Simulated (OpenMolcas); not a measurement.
# Tc³⁺ among point charges: CASSCF and CASPT2 levels and susceptibility

Aim: the splitting of the states of Tc³⁺ in the field of 4 point charges, its lowest levels with spin-orbit coupling and its magnetic susceptibility.

The numbers are computed with OpenMolcas 26.06 (state-averaged CASSCF and CASPT2, spin-orbit coupling by RASSI with atomic mean-field integrals), except any that are marked as measured or tabulated.

2 further runs of the same task are left out: 2 set aside as unsound or not needed.

## 1. Starting point

* Species: Tc³⁺ (technetium, Z = 43, 40 electrons)
* Basis: ANO-RCC-VDZP [6s5p3d1f], 43 functions
* Scalar Hamiltonian: DKH2, point nucleus
* Inactive shells: 1s 2s 2p 3s 3p 3d 4s 4p
* Active space: 4 electrons in 5 orbitals (4d)
* Some configurations of this space: 4d4
* Orbitals: optimised for each spin and parity, averaged over all roots

Outer shells as boxes (Hund's rule):

4d4
```
4d [↑ ][↑ ][↑ ][↑ ][  ]
```

The ion sits among 4 point charges of -2.5 e arranged as a tetrahedron (Td), 2.02 Å from the ion.

The work runs as a chain of OpenMolcas steps in one folder; each step below is one input file. Labels, J, g values, rates, χT and fits are worked out afterwards by a script from the matrices that RASSI stores.

## 2. GATEWAY and SEWARD: basis and integrals

a.inp reads:

```
&GATEWAY
Coord
1

Tc 0.0 0.0 0.0
Basis=ANO-RCC-VDZP
Group=NoSym
NoMove
AngMom=0.0 0.0 0.0
AMFI
XField
4 Angstrom 0
1.166248 1.166248 1.166248 -2.500000
1.166248 -1.166248 -1.166248 -2.500000
-1.166248 1.166248 -1.166248 -2.500000
-1.166248 -1.166248 1.166248 -2.500000
&SEWARD
```

Command:

```sh
$ OMP_NUM_THREADS=1 MOLCAS_MEM=1689 MOLCAS_PROJECT=a pymolcas a.inp > a.log
```

## 3. Reference wave functions, quintets, 5 roots

a.inp reads:

```
&RASSCF
FileOrb=start.orb
Symmetry=1
Spin=5
nActEl=4 0 0
Inactive=18
Ras2=5
CIRoot=5 5 1
SDav=5
CIMx=300
Iter=120 100
PrWF=0.3
OrbListing=Nothing
MaxOrb=0
>>> COPY $Project.JobIph JOB001
```

start.orb holds the contracted functions of the basis, ordered by shell, or the orbitals of the step before.

## 4. CASSCF: triplets, 45 roots

a.inp reads:

```
&RASSCF
FileOrb=start.orb
Symmetry=1
Spin=3
nActEl=4 0 0
Inactive=18
Ras2=5
CIRoot=45 45 1
SDav=45
CIMx=300
Iter=120 100
PrWF=0.3
OrbListing=Nothing
MaxOrb=0
>>> COPY $Project.JobIph JOB002
```

## 5. CASSCF: singlets, 50 roots

a.inp reads:

```
&RASSCF
FileOrb=start.orb
Symmetry=1
Spin=1
nActEl=4 0 0
Inactive=18
Ras2=5
CIRoot=50 50 1
SDav=50
CIMx=300
Iter=120 100
PrWF=0.3
OrbListing=Nothing
MaxOrb=0
>>> COPY $Project.JobIph JOB003
```

## 6. State interaction with spin-orbit coupling

a.inp reads:

```
&RASSI
NrOfJobIphs=3 5 45 50
1 2 3 4 5
1 2 3 4 5 6 7 8 9 10 11 12 13 14 15 16 17 18 19 20 21 22 23 24 25 26 27
28 29 30 31 32 33 34 35 36 37 38 39 40 41 42 43 44 45
1 2 3 4 5 6 7 8 9 10 11 12 13 14 15 16 17 18 19 20 21 22 23 24 25 26 27
28 29 30 31 32 33 34 35 36 37 38 39 40 41 42 43 44 45 46 47 48 49 50
IphNames
JOB001
JOB002
JOB003
EJob
SpinOrbit
DIPRint=1.0
SOCoupling=1000.0
Subsets=2
Property=9
'ANGMOM' 1 'ANGMOM' 2 'ANGMOM' 3 'MLTPL  1' 1 'MLTPL  1' 2 'MLTPL  1' 3
'AMFI' 1 'AMFI' 2 'AMFI' 3
SOProperty=3
'ANGMOM' 1 'ANGMOM' 2 'ANGMOM' 3
```

## 7. CASPT2: IPEA 0.25, imaginary shift 0.1 (closed shells correlated: 4s 4p)

a.inp reads:

```
>>> COPY JOB001 $Project.JobIph
&CASPT2
Multistate=5 1 2 3 4 5
NoMult
Frozen=14
IPEA=0.25
Imaginary=0.1
MaxIter=60
WThr=0.0 0.3 0.05
PrWF=0.5
NoMix
>>> COPY JOB002 $Project.JobIph
&CASPT2
Multistate=45 1 2 3 4 5 6 7 8 9 10 11 12 13 14 15 16 17 18 19 20 21 22
23 24 25 26 27 28 29 30 31 32 33 34 35 36 37 38 39 40 41 42 43 44 45
NoMult
Frozen=14
IPEA=0.25
Imaginary=0.1
MaxIter=60
WThr=0.0 0.3 0.05
PrWF=0.5
NoMix
>>> COPY JOB003 $Project.JobIph
&CASPT2
Multistate=50 1 2 3 4 5 6 7 8 9 10 11 12 13 14 15 16 17 18 19 20 21 22
23 24 25 26 27 28 29 30 31 32 33 34 35 36 37 38 39 40 41 42 43 44 45 46
47 48 49 50
NoMult
Frozen=14
IPEA=0.25
Imaginary=0.1
MaxIter=60
WThr=0.0 0.3 0.05
PrWF=0.5
NoMix
```

(Steps that only read results are left out.)

What does the calculation give? Wanted: spin-free ground state; first state of the same spin within the active space; lowest level; next level.

**Answer**, as computed:

```
                                            quantity                                                                        value
                                              method  SS-CASPT2, IPEA 0.25, imaginary shift 0.1 (closed shells correlated: 4s 4p)
                              spin-free ground state                                              5T2, 3-fold in its orbital part
first state of the same spin within the active space                                                              5E at 4160 cm⁻¹
                                        lowest level                                                                    1-fold A1
                                          next level                                                                   210.8 cm⁻¹
                                         χT at 300 K                                                               1.49 cm³ K/mol
                           effective moment at 300 K                                                                      3.45 μB
```

Cost by method:

```
                                              method  time of its own steps  time with the reference
                                           A. CASSCF                   20 s                     20 s
B. SS-CASPT2, IPEA 0.25, imaginary shift 0.1, +4s 4p                  6.5 s                     27 s
```

Times are of one thread on a shared host.

In words: The spin-free ground state (5T2) comes to 100 % from free-ion D terms and keeps the highest spin of the shell. χT at 300 K is 1.49, against 3.01 cm³ K/mol for the spin alone, so spin-orbit coupling lowers it. An active space of the d shell alone favours high spin; real ions in strong fields can be low spin. CASPT2 does not keep the components of a term degenerate, and the means are used. The field of point charges can differ much from that of real complexes. This is an electrostatic model: the charges have no orbitals.
